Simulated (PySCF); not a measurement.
# Sm2N2: how settings move a single point

Which settings matter for Sm2N2? Each run alters one on purpose. The species was built from a template and needn't be a known compound.

Computed with PySCF 2.14.0. Level: TPSS, Sm lcecp-1-SVP with ECP51, N def2-SVP; scalar-relativistic core potentials, no spin–orbit coupling.

3 further runs of the same task are left out: 2 for a known fault of the program, 1 that didn't finish.

### 1 Starting geometry

4 atoms, charge 0, spin multiplicity 1.

Bond lengths: Sm1–Sm2 3.121 Å, Sm1–N3 2.098 Å, Sm1–N4 2.098 Å, Sm2–N3 2.098 Å, Sm2–N4 2.098 Å. Angles: Sm2–Sm1–N3 42.0°, Sm2–Sm1–N4 42.0°, N3–Sm1–N4 83.9°, Sm1–Sm2–N3 42.0°, Sm1–Sm2–N4 42.0°, N3–Sm2–N4 83.9°, Sm1–N3–Sm2 96.1°, Sm1–N4–Sm2 96.1°.

Geometry (Å):

| atom | x (Å) | y (Å) | z (Å) |
| --- | --- | --- | --- |
| Sm1 | 0.00000 | 0.00000 | 1.56031 |
| Sm2 | 0.00000 | 0.00000 | -1.56031 |
| N3 | 1.40276 | 0.00000 | 0.00000 |
| N4 | -1.40276 | 0.00000 | 0.00000 |

Formal oxidation states: Sm +3. Each metal's 5 4f electrons lie in its core potential, so multiplicities, spins and levels count the valence alone. An earlier session relaxed this geometry at TPSS, Sm lcecp-1-SVP with ECP51, N def2-SVP (singlet, point group D2h).

The sound run used a (50, 194) grid (finer on f atoms), a threshold of 1e-8 and at most 55 cycles, and ended at -178.894133 Eh.

### 2 Altered run 1

Input file run.py (the lines that set the calculation):

```python
mol = gto.M(atom='''
Sm     0.00000     0.00000     1.56031
Sm     0.00000     0.00000    -1.56031
N      1.40276     0.00000     0.00000
N     -1.40276     0.00000     0.00000''',
    basis={'Sm': 'lcecp-1-SVP', 'N': 'def2-SVP'},
    ecp={'Sm': 'lcecp-1-SVP'},
    charge=0, spin=0)
mf = dft.RKS(mol, xc='TPSS')
mf.grids.atom_grid = (50, 194)  # f atoms: unpruned, at least (60, 302)
mf = mf.density_fit()  # fitting sets: Sm AutoAux, N def2-universal-JKFIT
mf.conv_tol = 1e-08; mf.max_cycle = 55
mf.kernel(dm0)  # dm0: smeared density
```

Launch:

```
$ OMP_NUM_THREADS=2 python run.py
```

Output:

```text
init E= -178.756503553676
  HOMO = -0.176360957232905  LUMO = -0.0917158732005405  gap/eV = 2.30331
cycle= 1 E= -178.836785395822  delta_E= -0.0803  |g|= 0.45  |ddm|= 0.982
  HOMO = -0.0485511772433554  LUMO = -0.0315914557578105  gap/eV = 0.46150
cycle= 2 E= -176.258067060489  delta_E= 2.58  |g|= 2.71  |ddm|= 3.71
  HOMO = -0.130843015336632  LUMO = -0.074012366973103  gap/eV = 1.54644
cycle= 3 E= -178.893019889461  delta_E= -2.63  |g|= 0.0498  |ddm|= 3.52
  HOMO = -0.119206597444282  LUMO = -0.0686595627985427  gap/eV = 1.37545
cycle= 4 E= -178.893907467695  delta_E= -0.000888  |g|= 0.0278  |ddm|= 0.155
  HOMO = -0.120660917241783  LUMO = -0.0693467923918398  gap/eV = 1.39633
cycle= 5 E= -178.893952745447  delta_E= -4.53e-05  |g|= 0.0264  |ddm|= 0.0479
  HOMO = -0.120942235235809  LUMO = -0.0693243543527705  gap/eV = 1.40459
cycle= 6 E= -178.894068850178  delta_E= -0.000116  |g|= 0.0158  |ddm|= 0.0294
  HOMO = -0.121246980243194  LUMO = -0.0692755890165147  gap/eV = 1.41421
cycle= 7 E= -178.894131958898  delta_E= -6.31e-05  |g|= 0.00197  |ddm|= 0.0141
  HOMO = -0.121501397677629  LUMO = -0.0694008713640793  gap/eV = 1.41773
cycle= 8 E= -178.89413304599  delta_E= -1.09e-06  |g|= 0.000412  |ddm|= 0.00341
  HOMO = -0.121506034549394  LUMO = -0.0693928608291789  gap/eV = 1.41807
cycle= 9 E= -178.894133088998  delta_E= -4.3e-08  |g|= 8.54e-05  |ddm|= 0.000421
  HOMO = -0.121513508950885  LUMO = -0.0693952889875797  gap/eV = 1.41821
cycle= 10 E= -178.894133090944  delta_E= -1.95e-09  |g|= 1.08e-05  |ddm|= 0.00011
  HOMO = -0.121515815872667  LUMO = -0.0693949929604042  gap/eV = 1.41828
Extra cycle  E= -178.894133090392  delta_E= 5.52e-10  |g|= 4.77e-05  |ddm|= 5.19e-05
converged SCF energy = -178.894133090392
```

It took 8.4 s on 2 threads of Arm Neoverse V1, shared host.

Changed: the starting guess (smeared density). It converges in 10 cycles, at the sound run's energy within 0.001 eV, with a largest force component of 0.00 eV/Å. The result survives the change.

### 3 Altered run 2

Edit run.py (the lines that set the calculation) of step 2 so:

```diff
@@ -9,5 +9,5 @@
 mf = dft.RKS(mol, xc='TPSS')
-mf.grids.atom_grid = (50, 194)  # f atoms: unpruned, at least (60, 302)
+mf.grids.atom_grid = (40, 110)  # f atoms: unpruned
 mf = mf.density_fit()  # fitting sets: Sm AutoAux, N def2-universal-JKFIT
 mf.conv_tol = 1e-08; mf.max_cycle = 55
-mf.kernel(dm0)  # dm0: smeared density
+mf.kernel(dm0)  # dm0: free metal ions and neutral atoms
```

Launch:

```
$ OMP_NUM_THREADS=2 python run.py
```

Output:

```text
init E= -186.41835310585
  HOMO = -0.0400151368272052  LUMO = -0.0341163316614648  gap/eV = 0.16051
cycle= 1 E= -173.508643669699  delta_E= 12.9  |g|= 3.58  |ddm|= 4.71
  HOMO = -0.95494688033201  LUMO = -0.422659526054503  gap/eV = 14.48428
cycle= 2 E= -167.559231250302  delta_E= 5.95  |g|= 5.97  |ddm|= 7.94
  HOMO = -0.488404140553712  LUMO = -0.158361671368208  gap/eV = 8.98091
cycle= 3 E= -177.133471360323  delta_E= -9.57  |g|= 2.46  |ddm|=    5
  HOMO = -0.253109276886202  LUMO = -0.10225844951928  gap/eV = 4.10486
cycle= 4 E= -178.390197992122  delta_E= -1.26  |g|= 1.37  |ddm|= 1.58
  HOMO = -0.19176019225216  LUMO = -0.0709108739240758  gap/eV = 3.28848
cycle= 5 E= -178.520128896631  delta_E= -0.13  |g|= 1.19  |ddm|= 0.841
  HOMO = -0.165084693142844  LUMO = -0.078401379795558  gap/eV = 2.35877
cycle= 6 E= -178.813358031613  delta_E= -0.293  |g|= 0.529  |ddm|= 0.733
  HOMO = -0.116808965290973  LUMO = -0.0688309760108157  gap/eV = 1.30555
cycle= 7 E= -178.890371050869  delta_E= -0.077  |g|= 0.0506  |ddm|= 0.565
  HOMO = -0.120591628522372  LUMO = -0.0696078381610346  gap/eV = 1.38734
cycle= 8 E= -178.891002470783  delta_E= -0.000631  |g|= 0.0207  |ddm|= 0.0655
  HOMO = -0.121269173639206  LUMO = -0.0694405667107132  gap/eV = 1.41033
cycle= 9 E= -178.891112538497  delta_E= -0.00011  |g|= 0.00124  |ddm|= 0.0183
  HOMO = -0.121402635790264  LUMO = -0.0694718004372046  gap/eV = 1.41311
cycle= 10 E= -178.891112958731  delta_E= -4.2e-07  |g|= 0.000159  |ddm|= 0.00208
  HOMO = -0.12137686288279  LUMO = -0.069453035614267  gap/eV = 1.41292
cycle= 11 E= -178.891112967498  delta_E= -8.77e-09  |g|= 4.56e-05  |ddm|= 0.000451
  HOMO = -0.121363028315759  LUMO = -0.0694523209231504  gap/eV = 1.41256
Extra cycle  E= -178.891112956767  delta_E= 1.07e-08  |g|= 0.000209  |ddm|= 0.000242
converged SCF energy = -178.891112956767
```

Wall time 6.6 s (2 threads of Arm Neoverse V1, shared host).

Changed: the integration grid, to (40, 110). It converges in 11 cycles, +0.082 eV from the sound run, with a largest force component of 0.11 eV/Å. The setting is unsound, so these numbers aren't the compound's.

### 4 Altered run 3

Edit run.py (the lines that set the calculation) of step 3 so:

```diff
@@ -9,3 +9,3 @@
 mf = dft.RKS(mol, xc='TPSS')
-mf.grids.atom_grid = (40, 110)  # f atoms: unpruned
+mf.grids.atom_grid = (10, 14)  # f atoms: unpruned
 mf = mf.density_fit()  # fitting sets: Sm AutoAux, N def2-universal-JKFIT
```

Launch:

```
$ OMP_NUM_THREADS=2 python run.py
```

Output:

```text
init E= -186.297339368835
  HOMO = -0.0382335388231677  LUMO = -0.0371168247964978  gap/eV = 0.03039
cycle= 1 E= -173.90947068397  delta_E= 12.4  |g|=  3.4  |ddm|= 5.78
  HOMO = -0.968328447044143  LUMO = -0.451911463544801  gap/eV = 14.05242
cycle= 2 E= -167.29624071276  delta_E= 6.61  |g|= 5.93  |ddm|= 8.45
  HOMO = -0.467525503359478  LUMO = -0.163958216138886  gap/eV = 8.26049
cycle= 3 E= -177.343551939287  delta_E=  -10  |g|= 2.35  |ddm|= 5.32
  HOMO = -0.253231067140199  LUMO = -0.0984163595732497  gap/eV = 4.21272
cycle= 4 E= -178.423879219423  delta_E= -1.08  |g|= 1.37  |ddm|= 1.77
  HOMO = -0.170893176766644  LUMO = -0.0684806009965321  gap/eV = 2.78679
cycle= 5 E= -178.679707915362  delta_E= -0.256  |g|= 0.953  |ddm|= 0.932
  HOMO = -0.134866556459199  LUMO = -0.0740709817309633  gap/eV = 1.65433
cycle= 6 E= -178.906270182862  delta_E= -0.227  |g|= 0.164  |ddm|= 1.05
  HOMO = -0.10594830667187  LUMO = -0.06573602003384  gap/eV = 1.09423
cycle= 7 E= -178.912639470043  delta_E= -0.00637  |g|= 0.0901  |ddm|= 0.422
  HOMO = -0.115442473976306  LUMO = -0.0688355211585027  gap/eV = 1.26824
cycle= 8 E= -178.915028536539  delta_E= -0.00239  |g|= 0.00427  |ddm|= 0.158
  HOMO = -0.114898268157136  LUMO = -0.0682130016689283  gap/eV = 1.27037
cycle= 9 E= -178.915036795008  delta_E= -8.26e-06  |g|= 0.00141  |ddm|= 0.0162
  HOMO = -0.115113409546278  LUMO = -0.0683155200565229  gap/eV = 1.27344
cycle= 10 E= -178.915037850833  delta_E= -1.06e-06  |g|= 0.000482  |ddm|= 0.00601
  HOMO = -0.115111055730179  LUMO = -0.068287855505838  gap/eV = 1.27412
cycle= 11 E= -178.915037958499  delta_E= -1.08e-07  |g|= 0.000105  |ddm|= 0.00184
  HOMO = -0.11511213153344  LUMO = -0.0682897609777463  gap/eV = 1.27410
cycle= 12 E= -178.915037962526  delta_E= -4.03e-09  |g|= 2.63e-05  |ddm|= 0.000246
  HOMO = -0.115115491628638  LUMO = -0.0682874458807946  gap/eV = 1.27426
Extra cycle  E= -178.91503796023  delta_E= 2.3e-09  |g|= 9.8e-05  |ddm|= 0.00017
converged SCF energy = -178.91503796023
```

Run time: 6 s. Hardware: 2 threads of Arm Neoverse V1, shared host.

Changed: the integration grid, to (10, 14). It converges in 12 cycles, -0.569 eV from the sound run, with a largest force component of 1.53 eV/Å. The setting is unsound, so these numbers aren't the compound's.

### 5 Altered run 4

Input file run.py (the lines that set the calculation):

```python
mol = gto.M(atom='''
Sm     0.00000     0.00000     1.46669
Sm     0.00000     0.00000    -1.46669
N      1.31860     0.00000     0.00000
N     -1.31860     0.00000     0.00000''',
    basis={'Sm': 'lcecp-1-SVP', 'N': 'def2-SVP'},
    ecp={'Sm': 'lcecp-1-SVP'},
    charge=0, spin=0)
mf = dft.RKS(mol, xc='TPSS')
mf.grids.atom_grid = (50, 194)  # f atoms: unpruned, at least (60, 302)
mf = mf.density_fit()  # fitting sets: Sm AutoAux, N def2-universal-JKFIT
mf.conv_tol = 1e-08; mf.max_cycle = 55
mf.kernel(dm0)  # dm0: free metal ions and neutral atoms
```

Launch:

```
$ OMP_NUM_THREADS=2 python run.py
```

Output:

```text
init E= -186.680985102408
  HOMO = -0.0456394433557532  LUMO = -0.0346581234358687  gap/eV = 0.29882
cycle= 1 E= -174.231781080052  delta_E= 12.4  |g|= 3.53  |ddm|= 4.84
  HOMO = -0.97310597030226  LUMO = -0.426006622762934  gap/eV = 14.88733
cycle= 2 E= -168.288396200188  delta_E= 5.94  |g|= 5.93  |ddm|= 8.11
  HOMO = -0.435203282652389  LUMO = -0.1563029227915  gap/eV = 7.58927
cycle= 3 E= -177.674755608807  delta_E= -9.39  |g|= 2.07  |ddm|= 5.39
  HOMO = -0.23106256656764  LUMO = -0.0909050657546899  gap/eV = 3.81388
cycle= 4 E= -178.604043573501  delta_E= -0.929  |g|= 1.02  |ddm|= 1.47
  HOMO = -0.177107400333607  LUMO = -0.0647904616263366  gap/eV = 3.05630
cycle= 5 E= -178.728010960623  delta_E= -0.124  |g|= 0.743  |ddm|= 0.764
  HOMO = -0.155928366174861  LUMO = -0.0711494518086155  gap/eV = 2.30695
cycle= 6 E= -178.852008488906  delta_E= -0.124  |g|= 0.229  |ddm|= 0.656
  HOMO = -0.130311628607592  LUMO = -0.0641656504029978  gap/eV = 1.79992
cycle= 7 E= -178.8663666603  delta_E= -0.0144  |g|= 0.0245  |ddm|= 0.284
  HOMO = -0.133031837126466  LUMO = -0.0651675135912325  gap/eV = 1.84668
cycle= 8 E= -178.866532004975  delta_E= -0.000165  |g|= 0.00602  |ddm|= 0.047
  HOMO = -0.1330850515092  LUMO = -0.0649655237599484  gap/eV = 1.85363
cycle= 9 E= -178.866541504999  delta_E= -9.5e-06  |g|= 0.000611  |ddm|= 0.00897
  HOMO = -0.133155068808892  LUMO = -0.0649957159270378  gap/eV = 1.85471
cycle= 10 E= -178.866541605401  delta_E= -1e-07  |g|= 5.76e-05  |ddm|= 0.00124
  HOMO = -0.133156607209979  LUMO = -0.0649929609818584  gap/eV = 1.85483
cycle= 11 E= -178.866541606408  delta_E= -1.01e-09  |g|= 1.1e-05  |ddm|= 0.000113
  HOMO = -0.133153428857791  LUMO = -0.0649927726687337  gap/eV = 1.85475
Extra cycle  E= -178.866541606013  delta_E= 3.95e-10  |g|= 4.14e-05  |ddm|= 5.04e-05
converged SCF energy = -178.866541606013
```

Wall time 8.9 s (2 threads of Arm Neoverse V1, shared host).

Changed: the scale of all coordinates (0.94). It converges in 11 cycles, +0.751 eV from the sound run, with a largest force component of 5.57 eV/Å. The setting is unsound, so these numbers aren't the compound's.

### 6 Altered run 5

Input file run.py (the lines that set the calculation):

```python
mol = gto.M(atom='''
Sm     0.00000     0.00000     1.56031
Sm     0.00000     0.00000    -1.56031
N      1.40276     0.00000     0.00000
N     -1.40276     0.00000     0.00000''',
    basis={'Sm': 'lcecp-1-SVP', 'N': 'def2-SVP'},
    ecp={'Sm': 'lcecp-1-SVP'},
    charge=0, spin=0)
mf = dft.RKS(mol, xc='TPSS')
mf.grids.atom_grid = (50, 194)  # f atoms: unpruned, at least (60, 302)
mf = mf.density_fit()  # fitting sets: Sm AutoAux, N def2-universal-JKFIT
mf.conv_tol = 1e-08; mf.max_cycle = 96
mf.kernel(dm0)  # dm0: core Hamiltonian
```

Launch:

```
$ OMP_NUM_THREADS=2 python run.py
```

Output:

```text
init E= -153.020348662746
  HOMO = -0.0323598797622605  LUMO = -0.027997389390527  gap/eV = 0.11871
cycle= 1 E= -141.891029060783  delta_E= 11.1  |g|= 7.36  |ddm|=   19
  HOMO = -1.88214385992042  LUMO = -1.70937476085368  gap/eV = 4.70129
cycle= 2 E= -144.45560453049  delta_E= -2.56  |g|= 8.65  |ddm|= 22.3
  HOMO = -0.832840097663182  LUMO = -0.49957146233514  gap/eV = 9.06870
cycle= 3 E= -175.645774691637  delta_E= -31.2  |g|= 3.34  |ddm|= 18.4
  HOMO = -0.284641200534801  LUMO = -0.149294398544182  gap/eV = 3.68297
cycle= 4 E= -178.310015451706  delta_E= -2.66  |g|= 1.45  |ddm|= 2.78
  HOMO = -0.172996384279374  LUMO = -0.060594914668271  gap/eV = 3.05860
cycle= 5 E= -178.532064615827  delta_E= -0.222  |g|= 1.19  |ddm|=  1.7
  HOMO = -0.0667307767232992  LUMO = -0.0649995636186339  gap/eV = 0.04711
cycle= 6 E= -177.612967278674  delta_E= 0.919  |g|= 1.92  |ddm|=  3.1
  HOMO = -0.163194090816205  LUMO = -0.0807417326803873  gap/eV = 2.24364
cycle= 7 E= -178.840234284228  delta_E= -1.23  |g|= 0.446  |ddm|= 2.75
  HOMO = -0.116505584477669  LUMO = -0.0669398481536064  gap/eV = 1.34875
cycle= 8 E= -178.893541537567  delta_E= -0.0533  |g|= 0.0413  |ddm|= 0.462
  HOMO = -0.122730306570127  LUMO = -0.0704374741347409  gap/eV = 1.42296
cycle= 9 E= -178.894092936425  delta_E= -0.000551  |g|= 0.0104  |ddm|= 0.162
  HOMO = -0.121364587908701  LUMO = -0.0693600310734144  gap/eV = 1.41512
cycle= 10 E= -178.894131705173  delta_E= -3.88e-05  |g|= 0.00237  |ddm|= 0.0318
  HOMO = -0.121489994542094  LUMO = -0.0693874989621957  gap/eV = 1.41778
cycle= 11 E= -178.89413308255  delta_E= -1.38e-06  |g|= 0.000167  |ddm|= 0.00192
  HOMO = -0.121514086810741  LUMO = -0.0693961043501202  gap/eV = 1.41820
cycle= 12 E= -178.894133090846  delta_E= -8.3e-09  |g|= 2.23e-05  |ddm|= 0.000249
  HOMO = -0.1215176441714  LUMO = -0.0693948427217211  gap/eV = 1.41833
Extra cycle  E= -178.894133088779  delta_E= 2.07e-09  |g|= 9.27e-05  |ddm|= 9.96e-05
converged SCF energy = -178.894133088779
```

It took 9.3 s on 2 threads of Arm Neoverse V1, shared host.

Changed: the starting guess (bare core Hamiltonian); the cycle limit is 96. It converges in 12 cycles, at the sound run's energy within 0.001 eV, with a largest force component of 0.00 eV/Å. The result survives the change.

### 7 Results

| run | changed | ending | energy change (eV) | cycles | time | usable |
| --- | --- | --- | --- | --- | --- | --- |
| 1 | the starting guess | converged | 0.000 | 10 | 8.4 s | yes |
| 2 | the integration grid | converged | +0.082 | 11 | 6.6 s | no |
| 3 | the integration grid | converged | -0.569 | 12 | 6 s | no |
| 4 | the scale of all coordinates | converged | +0.751 | 11 | 8.9 s | no |
| 5 | the starting guess | converged | 0.000 | 12 | 9.3 s | yes |

2 of 5 altered runs give a usable result. 3 ended normally with numbers unfit to quote.
